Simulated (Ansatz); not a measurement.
**AlAsH (quartet): from Hartree-Fock to the top rungs at a displaced geometry (v1), cc-pVDZ**

One table from this session's results is given with a row withheld; the runs are named, their logs left out.

Method: cc-pVDZ, core rule «outside noble gas», up to 19 orbitals frozen; program: Ansatz 0.2.0, Gaussian basis.

The runs, in order: UHF; CCSD(T) on ROHF; CCSD(T) on UHF; BCCD(T) on ROHF; CISD; CCSDT(Q) on ROHF; CCSDT(Q) on UHF.

32 further runs of the same task are left out: 15 for a known fault of the program, 6 that didn't finish, 11 set aside as unsound or not needed.

## What is computed

The geometry is a PBE0/def2-TZVP stationary point (not a proven minimum) with its atoms shifted at random (size 0.040 Å). No spin-orbit coupling is included. The filled d shell of As may be among the frozen orbitals whatever the setting's name suggests; the logs give the count.

3 atoms, charge 0, spin multiplicity 4.

Atoms are counted from 1 here; the program's logs count them from 0.

Bond lengths: Al1–As2 2.505 Å, Al1–H3 1.631 Å. Angles: As2–Al1–H3 112.3°.

Set-up of the first run:

Contents of in.yaml:

```yaml
crystal:
  periodic: [false, false, false]
  atoms:
    - {symbol: Al, position_ang: [0.000145, -0.106152, 1.814374]}
    - {symbol: As, position_ang: [-0.000688, 0.019798, -0.687143]}
    - {symbol: H, position_ang: [0.047276, 1.369992, 2.507311]}
basis:
  gaussian: {orbitals: cc-pVDZ}
magnetization: {spin_polarized: true, initial_magnetization: 3}
hamiltonian: {xc: hf}
output: {orbitals: {seedname: orbitals}}
```

Run with:

```bash
ansatz run in.yaml --threads 1 --pin off --events-out ev --progress --plain --max-ram 2393MiB
```

Steps of the session up to this table: UHF; CCSD(T) on ROHF; CCSD(T) on UHF; BCCD(T) on ROHF; CISD; CCSDT(Q) on ROHF; CCSDT(Q) on UHF.

One table of the session follows, with a row left open; its other results are not shown here.

```
   method  from UCCSDT(Q) (meV)
     ROHF               +4113.7
      UHF               +3960.3
     RMP2                +959.3
     UMP2                +961.0
     CISD                +376.4
    RCCSD                +153.2
    UCCSD                +138.7
 RCCSD(T)                 +44.5
 UCCSD(T)                 +35.5
  BCCD(T)                 +44.7
   RCCSDT                 +15.9
   UCCSDT                  +6.6
RCCSDT(Q)                     ?
UCCSDT(Q)                     0
```

Q: Estimate the row for RCCSDT(Q) from the others.

As computed: from UCCSDT(Q) (meV): +9.3. In the column «from UCCSDT(Q) (meV)» it lies between UCCSDT (+6.6) and RCCSDT (+15.9).

To keep in mind: Restricted and unrestricted rows rest on different reference determinants; where their highest levels disagree by more than a few hundredths of an eV, they describe different states and don't form one ladder.
